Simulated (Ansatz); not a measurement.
# C2H6S2Sn: taking an electron away

The task here is to estimate one member of a computed series from the others.

Program: Ansatz 0.2.0, Gaussian basis. Level of theory: unrestricted cation, the program's frozen cores in correlated methods. These are calculated values, not measurements.

Plan: UKS PBE-D4/def2-TZVPP; UKS r2SCAN-D4/def2-TZVPP; UKS PBE0-D4/def2-TZVPP; UKS B3LYP-D4/def2-TZVPP; UKS wB97X-V/def2-TZVPP; UKS wB97M-V/def2-TZVPP; UKS B2PLYP/def2-TZVPP; UHF-CCSD(T)/def2-TZVPP; UHF-MP2/def2-QZVPP; extrapolation to the limit; then −ε(HOMO) from the neutral's earlier runs with LDA (SPW92), PBE-D4, revPBE-D4, BLYP-D4, r2SCAN-D4, B97M-V, PBE0-D4, B3LYP-D4, r2SCANh-D4, r2SCAN0-D4, HSE06-D4, BHLYP-D4, CAM-B3LYP-D4, LC-ωPBE, ωB97X-V, ωB97M-V.

## The geometry

An earlier PBE0-D4 in a triple-zeta def2 set relaxation fixed the geometry. Sn takes the def2 core potential; no spin-orbit term is included.

SMILES `C[S][Sn][S]C`, 11 atoms, charge 0, spin multiplicity 1.

Atoms are counted from 1 here; the program's logs count them from 0.

Bond lengths: C1–S2 1.816 Å, C1–H6 1.089 Å, C1–H7 1.089 Å, C1–H8 1.090 Å, S2–Sn3 2.432 Å, Sn3–S4 2.432 Å, S4–C5 1.816 Å, C5–H9 1.090 Å, C5–H10 1.089 Å, C5–H11 1.089 Å. Angles: S2–C1–H6 111.4°, S2–C1–H7 110.4°, S2–C1–H8 107.2°, H6–C1–H7 109.6°, H6–C1–H8 109.1°, H7–C1–H8 109.0°, C1–S2–Sn3 109.2°, S2–Sn3–S4 102.0°, Sn3–S4–C5 109.2°, S4–C5–H9 107.2°, S4–C5–H10 110.4°, S4–C5–H11 111.4°, H9–C5–H10 109.0°, H9–C5–H11 109.1°, H10–C5–H11 109.6°.

The first run:

Contents of in.yaml:

```yaml
crystal:
  periodic: [false, false, false]
  atoms:
    - {symbol: C, position_ang: [-1.124850, -1.124421, 0.487075]}
    - {symbol: S, position_ang: [0.415681, -2.008443, 0.864061]}
    - {symbol: Sn, position_ang: [2.063918, -1.515120, -0.855522]}
    - {symbol: S, position_ang: [1.372443, 0.694889, -1.600305]}
    - {symbol: C, position_ang: [0.538885, 1.552704, -0.234223]}
    - {symbol: H, position_ang: [-1.110342, -0.715087, -0.521868]}
    - {symbol: H, position_ang: [-1.288449, -0.321831, 1.205164]}
    - {symbol: H, position_ang: [-1.937874, -1.845646, 0.568407]}
    - {symbol: H, position_ang: [0.980858, 2.546201, -0.160668]}
    - {symbol: H, position_ang: [-0.526085, 1.651778, -0.440596]}
    - {symbol: H, position_ang: [0.681312, 1.027877, 0.709174]}
basis:
  gaussian: {orbitals: def2-TZVPP}
total_charge: 1
magnetization: {spin_polarized: true, initial_magnetization: 1}
hamiltonian: {xc: pbe, dispersion: d4}
```

On the command line:

```console
> ansatz run in.yaml --threads 2 --pin off --events-out ev --progress --plain --max-ram 32768MiB --backend cuda --devices 0, --max-vram 18GiB
```

Among the steps run: Cation, UKS PBE-D4/def2-TZVPP; Cation, UKS r2SCAN-D4/def2-TZVPP; Cation, UKS PBE0-D4/def2-TZVPP; Cation, UKS B3LYP-D4/def2-TZVPP; Cation, UKS wB97X-V/def2-TZVPP; Cation, UKS wB97M-V/def2-TZVPP; Cation, UKS B2PLYP (frozen core)/def2-TZVPP; Cation, UHF-CCSD(T)/def2-TZVPP; Cation, UHF-MP2/def2-QZVPP.

One table of the session follows, with a row left open; its other results are not shown here.

For comparison, −ε(HOMO) of the neutral from earlier runs:

```
  functional  −ε(HOMO) (eV)
 LDA (SPW92)           5.69
      PBE-D4           5.53
   revPBE-D4           5.48
     BLYP-D4              ?
   r2SCAN-D4           5.77
      B97M-V           5.75
     PBE0-D4           6.56
    B3LYP-D4           6.36
  r2SCANh-D4           6.15
  r2SCAN0-D4           6.72
    HSE06-D4           6.17
    BHLYP-D4           7.44
CAM-B3LYP-D4           7.75
     LC-ωPBE           9.00
     ωB97X-V           8.70
     ωB97M-V           8.58
```

Estimate the missing values for BLYP-D4.

Worked estimate for «−ε(HOMO) (eV)». Against the share of exact exchange, B3LYP-D4 (0.2, 6.36), BHLYP-D4 (0.5, 7.44) give a slope of 3.60 per unit share; at 0 the line stands at 5.64.

As computed: −ε(HOMO) (eV): 5.37. In «−ε(HOMO) (eV)» the line misses by +0.27.
